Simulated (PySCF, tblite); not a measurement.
# C₆H₁₂Ge: geometry, infrared bands and NMR shifts

What infrared bands and NMR shifts should C₆H₁₂Ge (`C=[CH][Ge@@H]1[CH2]C[C@H]1C`) show?

The runs use tblite 0.8.0 and PySCF 2.14.0, with density-fitted response routines of our own; the level of theory stands in each step. All values are computed, except where a source is named. Atoms are numbered from 0 throughout.

### Step 1. The molecule as given

19 atoms, charge 0, multiplicity 1; geometry from: force field or distance geometry start.

Bonds of the start (Å): C0–C1 1.36, C1–Ge2 1.87, Ge2–C3 1.93, C3–C4 1.53, C4–C5 1.49, C5–C6 1.49, C5–Ge2 1.95, C0–H7 1.09, C0–H8 1.09, C1–H9 1.09, Ge2–H10 1.54, C3–H11 1.09, C3–H12 1.11, C4–H13 1.10, C4–H14 1.12, C5–H15 1.12, C6–H16 1.10, C6–H17 1.13, C6–H18 1.11.

### Step 2. Optimising the geometry with GFN2-xTB

Job settings and geometry (Å):

```
{"job": {"kind": "relax", "xc": "GFN2-xTB", "basis": "xTB"}, "charge": 0, "multiplicity": 1}
C      3.146800    -0.872400     0.142500
C      2.051900    -0.300300     0.708900
Ge     0.662300     0.266200    -0.413000
C     -0.335200     1.844100     0.074600
C     -1.608800     1.044100     0.380600
C     -1.065700    -0.333600     0.252700
C     -1.702000    -1.289300    -0.693600
H      3.131600    -0.950600    -0.944700
H      3.984400    -1.224000     0.743300
H      2.009300    -0.195100     1.796200
H      0.875100     0.110200    -1.934800
H     -0.490300     2.526700    -0.767200
H      0.075500     2.320600     0.994300
H     -2.436400     1.298600    -0.298100
H     -1.919700     1.248000     1.441300
H     -0.925700    -0.806400     1.262300
H     -2.299700    -0.833500    -1.495700
H     -0.853200    -1.855000    -1.175200
H     -2.309900    -1.989000    -0.082100
```

Launch:

```bash
> OMP_NUM_THREADS=1 python probes_run.py task.json out
```

The driver reads the jobs from task.json and runs them one after another.

**Question.** This job is followed by: GFN2-xTB harmonic vibrations, gas phase; GIAO PBE0/pcSseg-1 NMR shielding, non-relativistic, gas phase. Predict these results of the whole session: strongest single infrared mode (GFN2-xTB); zero-point energy (GFN2-xTB); 13C shifts against TMS (PBE0/pcSseg-1); 1H shifts against TMS (PBE0/pcSseg-1, means over atoms taken as alike); 73Ge shifts against GeMe4 (PBE0/pcSseg-1).

**Answer**, as computed:

| quantity | value |
| --- | --- |
| strongest single infrared mode (GFN2-xTB) | 1841 cm⁻¹, 460 km/mol |
| zero-point energy (GFN2-xTB) | 98.1 kcal/mol |
| 13C shifts against TMS (PBE0/pcSseg-1) | 146.4, 140.1, 40.4, 33.5, 22.3, 18.7 ppm |
| 1H shifts against TMS (PBE0/pcSseg-1, means over atoms taken as alike) | 6.71, 6.42, 6.11, 4.89, 2.48, 2.31, 1.75, 1.72, 1.62, 1.33 ppm |
| 73Ge shifts against GeMe4 (PBE0/pcSseg-1) | -23 ppm |

In words: Over 119 steps the energy fell by 0.874 eV; of the close pairs, C1–Ge2 changed most, 1.874 to 1.965 Å. No mode is imaginary among the 51: a minimum at this level. The strongest single mode, at 1841 cm⁻¹, moves mainly H10. GFN2-xTB is a fitted tight-binding method: band positions and strengths are rough. Its intensities can rank the bands wrongly. C1 (alkene CH) lies farthest downfield among carbon, at 146.4 ppm; as expected for a trigonal carbon in a double bond. The most deshielded hydrogen is H9 (hydrogen on an alkene CH), at 6.71 ppm: olefinic region. Spin-orbit coupling is left out, which matters for shieldings and couplings at and beside the heavy atoms.
